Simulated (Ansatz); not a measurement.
# CH6OSSn: a ladder of functionals and wavefunction methods

An exercise on one series of results from a longer session: the logs are not shown, and one member is left open.

Computed with Ansatz 0.2.0, Gaussian basis. Level: functionals in def2-TZVPP, the program's frozen cores in correlated methods.

Plan: PBE-D4, r2SCAN-D4, PBE0-D4, B3LYP-D4, ωB97X-V, ωB97M-V, B2PLYP; CCSD(T)/def2-TZVPP; MP2/def2-QZVPP; extrapolation to the limit.

## The geometry

All runs share one geometry, relaxed beforehand with PBE0-D4 in a triple-zeta def2 set. Sn takes the def2 core potential; no spin-orbit term is included.

10 atoms, charge 0, spin multiplicity 1.

Atoms are counted from 1 here; the program's logs count them from 0.

Bond lengths: C1–O2 1.404 Å, C1–H5 1.094 Å, C1–H6 1.099 Å, C1–H7 1.100 Å, O2–Sn3 1.966 Å, Sn3–S4 2.383 Å, Sn3–H8 1.710 Å, Sn3–H9 1.704 Å, S4–H10 1.344 Å. Angles: O2–C1–H5 108.3°, O2–C1–H6 112.4°, O2–C1–H7 112.9°, H5–C1–H6 107.7°, H5–C1–H7 107.5°, H6–C1–H7 107.8°, C1–O2–Sn3 119.3°, O2–Sn3–S4 105.6°, O2–Sn3–H8 105.6°, O2–Sn3–H9 109.8°, S4–Sn3–H8 112.9°, S4–Sn3–H9 107.5°, H8–Sn3–H9 115.0°, Sn3–S4–H10 93.2°.

Geometry (Å):

```
C    -1.0906   -1.1471    0.8083
O    -0.5868    0.1581    0.6890
Sn    1.0580    0.4638   -0.3428
S     1.0325    2.7760   -0.9180
H    -2.0986   -1.0884    1.2298
H    -0.4836   -1.7704    1.4798
H    -1.1652   -1.6670   -0.1584
H     0.9447   -0.5625   -1.7053
H     2.4191    0.1976    0.6474
H    -0.0295    2.6400   -1.7299
```

Set-up of the first run:

in.yaml reads:

```yaml
crystal:
  periodic: [false, false, false]
  atoms:
    - {symbol: C, position_ang: [-1.090580, -1.147133, 0.808263]}
    - {symbol: O, position_ang: [-0.586831, 0.158098, 0.689014]}
    - {symbol: Sn, position_ang: [1.058008, 0.463828, -0.342779]}
    - {symbol: S, position_ang: [1.032487, 2.775990, -0.917978]}
    - {symbol: H, position_ang: [-2.098555, -1.088411, 1.229764]}
    - {symbol: H, position_ang: [-0.483638, -1.770406, 1.479841]}
    - {symbol: H, position_ang: [-1.165202, -1.667029, -0.158444]}
    - {symbol: H, position_ang: [0.944730, -0.562508, -1.705265]}
    - {symbol: H, position_ang: [2.419102, 0.197611, 0.647450]}
    - {symbol: H, position_ang: [-0.029519, 2.639960, -1.729886]}
basis:
  gaussian: {orbitals: def2-TZVPP}
hamiltonian: {xc: pbe, dispersion: d4}
output: {forces: true, orbitals: {seedname: orbitals}}
```

Launch:

```bash
> ansatz run in.yaml --threads 2 --pin off --events-out ev --progress --plain --max-ram 22528MiB --backend cpu
```

Among the steps run: PBE-D4 (GGA); r2SCAN-D4 (meta-GGA); PBE0-D4 (hybrid); B3LYP-D4 (hybrid); ωB97X-V (range-separated); ωB97M-V (range-separated); B2PLYP (double hybrid); CCSD(T) in def2-TZVPP; MP2 in def2-QZVPP.

One table of the session follows, with a row left open; its other results are not shown here.

It belongs to the step «Atomisation energies». 

| method | atomisation energy (kcal/mol) |
| --- | --- |
| PBE-D4 | 755.7 |
| r2SCAN-D4 | 747.8 |
| PBE0-D4 | 741.9 |
| B3LYP-D4 | 744.0 |
| ωB97X-V | 752.8 |
| ωB97M-V | 749.0 |
| B2PLYP | ? |
| HF/def2-TZVPP | 522.2 |
| MP2/def2-TZVPP | 732.3 |
| CCSD/def2-TZVPP | 717.8 |
| CCSD(T)/def2-TZVPP | 730.0 |
| MP2/CBS | 755.5 |
| CCSD(T)/CBS | 753.2 |

**Question.** Estimate the row for B2PLYP.

As computed: atomisation energy (kcal/mol): 735.1. In the column «atomisation energy (kcal/mol)» it lies between MP2/def2-TZVPP (732.3) and PBE0-D4 (741.9).
